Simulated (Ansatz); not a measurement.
# Ga₂P (doublet): the correlation ladder, cc-pVDZ

One table from this session's results is given with a row withheld; the runs are named, their logs left out.

The runs use Ansatz 0.2.0, Gaussian basis; cc-pVDZ, core rule «outside noble gas», up to 33 orbitals frozen.

The runs, in order: UHF; CCSD(T) on ROHF; CCSD(T) on UHF; BCCD(T) on ROHF; CISD as a restricted active space (open shells left free, so some higher excitations enter); CCSDT(Q) on ROHF; CCSDT(Q) on UHF.

25 further runs of the same task are left out: 2 for a known fault of the program, 12 that didn't finish, 11 set aside as unsound or not needed. Runs told in other sessions of the task aren't counted.

### What is computed

The geometry is a PBE0/def2-TZVP stationary point (not a proven minimum). No spin-orbit coupling is included. The filled d shell of Ga may be among the frozen orbitals whatever the setting's name suggests.

3 atoms, charge 0, spin multiplicity 2.

Atoms are counted from 1 here; the program's logs count them from 0.

Bond lengths: Ga1–P2 2.386 Å, P2–Ga3 2.386 Å. Angles: Ga1–P2–Ga3 180.0°.

Set-up of the first run:

The input, in.yaml:

```yaml
crystal:
  periodic: [false, false, false]
  atoms:
    - {symbol: Ga, position_ang: [0.000000, 0.000000, 2.385600]}
    - {symbol: P, position_ang: [0.000000, 0.000000, 0.000000]}
    - {symbol: Ga, position_ang: [0.000000, 0.000000, -2.385600]}
basis:
  gaussian: {orbitals: cc-pVDZ}
magnetization: {spin_polarized: true, initial_magnetization: 1}
hamiltonian: {xc: hf}
output: {orbitals: {seedname: orbitals}}
```

Launch:

```bash
ansatz run in.yaml --threads 1 --pin off --events-out ev --progress --plain --max-ram 2393MiB
```

Steps of the session up to this table: UHF; CCSD(T) on ROHF; CCSD(T) on UHF; BCCD(T) on ROHF; CISD as a restricted active space (open shells left free, so some higher excitations enter); CCSDT(Q) on ROHF; CCSDT(Q) on UHF.

One of the session's tables, all rows but one given; the rest of the session is left out.

| method | from UCCSDT(Q) (kJ/mol) |
| --- | --- |
| ROHF | +610.8 |
| UHF | +601.6 |
| RMP2 | +127.7 |
| UMP2 | ? |
| RCCSD | +31.6 |
| UCCSD | +31.3 |
| RCCSD(T) | +6.5 |
| UCCSD(T) | +6.6 |
| BCCD(T) | +6.2 |
| RCCSDT | +2.4 |
| UCCSDT | +2.4 |
| RCCSDT(Q) | +0.2 |
| UCCSDT(Q) | 0 |

Estimate the missing values for UMP2.

**Answer.** from UCCSDT(Q) (kJ/mol): +128.9. In the column «from UCCSDT(Q) (kJ/mol)» it lies between RMP2 (+127.7) and UHF (+601.6).

Not comparable, so not listed: CISD as a restricted active space (open shells left free, so some higher excitations enter) (they don't share determinant, frozen orbitals or solution with the rows shown, or repeat one).

Limits of these values: Restricted and unrestricted rows rest on different reference determinants; a gap between their highest levels can come from leftover correlation error, from unlike frozen cores or from another state.
